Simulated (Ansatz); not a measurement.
# Tc3Mo: the cost of one run

Program: the Python package of Ansatz 0.2.0. Level of theory: DFT PBEsol, plane waves, PAW. These are calculated values, not measurements.

## 1. The system

The structure is tetragonal, space group I4/mmm (No. 139). The conventional cell has a = 3.920 Å, b = 3.920 Å, c = 7.814 Å, α = 90.00°, β = 90.00°, γ = 90.00°. Around Tc (site symmetry -4m2) lie 8 Tc at 2.77 Å and 4 Mo at 2.77 Å. Tc (site symmetry 4/mmm) is surrounded by 8 Tc at 2.77 Å and 4 Mo at 2.77 Å. Mo (site symmetry 4/mmm) is surrounded by 12 Tc at 2.77 Å.

The script holds or builds the structure itself.

## 2. Script

The input, drho_tc3mo.py:

```python
"""Density difference of Tc3Mo against its sublattices."""

import ansatz as az
import numpy as np

vectors0 = np.array([
    [-1.95976, 1.95976, 3.906848],
    [1.95976, -1.95976, 3.906848],
    [1.95976, 1.95976, -3.906848],
])
sites = [
    ("Tc", [0.75, 0.25, 0.5]),
    ("Tc", [0.25, 0.75, 0.5]),
    ("Tc", [0.5, 0.5, 0.0]),
    ("Mo", [0.0, 0.0, 0.0]),
]


def build(cell):
    crystal = az.Crystal(lattice=az.Lattice.of(cell))
    for symbol, position in sites:
        crystal = crystal.atom(symbol, position)
    return crystal

# same cell, cutoff and mesh for the crystal and its parts
def solve(crystal):
    return (
        crystal.calculation()
        .functional("pbesol")
        .occupations("Fermi-Dirac")
        .basis(550, grid_basis="typed")
        .kpoints(8, 8, 8)
        .density()
        .run(threads=1)
    )


whole = solve(build(vectors0))
difference = whole.density().channels[0].density_e_per_ang3.copy()
binding = whole.report["free_energy_ev"]
for element in ["Tc", "Mo"]:
    part = az.Crystal(lattice=az.Lattice.of(vectors0))
    for symbol, position in sites:
        if symbol == element:
            part = part.atom(symbol, position)
    alone = solve(part)
    difference -= alone.density().channels[0].density_e_per_ang3
    binding -= alone.report["free_energy_ev"]
    print(f"{element} sublattice: {alone.report['n_electrons']:g} electrons, {alone.report['n_iterations']} iterations")

voxel = abs(np.linalg.det(vectors0)) / difference.size
print(f"energy of the crystal less its unpolarised sublattices: {binding / len(sites):.4f} eV/atom")
print(f"net charge of the difference {difference.sum() * voxel:.5f} e, charge rearranged {0.5 * np.abs(difference).sum() * voxel:.3f} e")
print(f"extremes {difference.min():.4f} and {difference.max():.4f} e/A^3")
for (symbol, position) in sites:
    index = tuple(int(round(p * n)) % n for p, n in zip(position, difference.shape))
    print(f"  change of the pseudo-density at the grid point nearest {symbol}: {difference[index]:+.4f} e/A^3")
```

## 3. What the engine is handed

The package turns the script's settings into the engine's input (first run):

```yaml
crystal:
  lattice:
    - [-1.95976, 1.95976, 3.906848]
    - [1.95976, -1.95976, 3.906848]
    - [1.95976, 1.95976, -3.906848]
  atoms:
    - { symbol: Tc, position: [0.75, 0.25, 0.5] }
    - { symbol: Tc, position: [0.25, 0.75, 0.5] }
    - { symbol: Tc, position: [0.5, 0.5, 0.0] }
    - { symbol: Mo, position: [0.0, 0.0, 0.0] }
basis:
  ecutwfc: 550.0
  fft_grid_basis: typed
kpoints:
  mp_grid:
    grid: [8, 8, 8]
hamiltonian:
  xc: pbesol
scf:
  occupations:
    method: fermi_dirac
output:
  write_density: true
```

## 4. Launch

Launch:

```console
$ python drho_tc3mo.py
```

**Question.** How long does this script take on 1 thread of Intel Xeon 6975P-C (Granite Rapids), shared host, and how much memory does it need?

About 10 s, with a peak of 0.52 GiB.
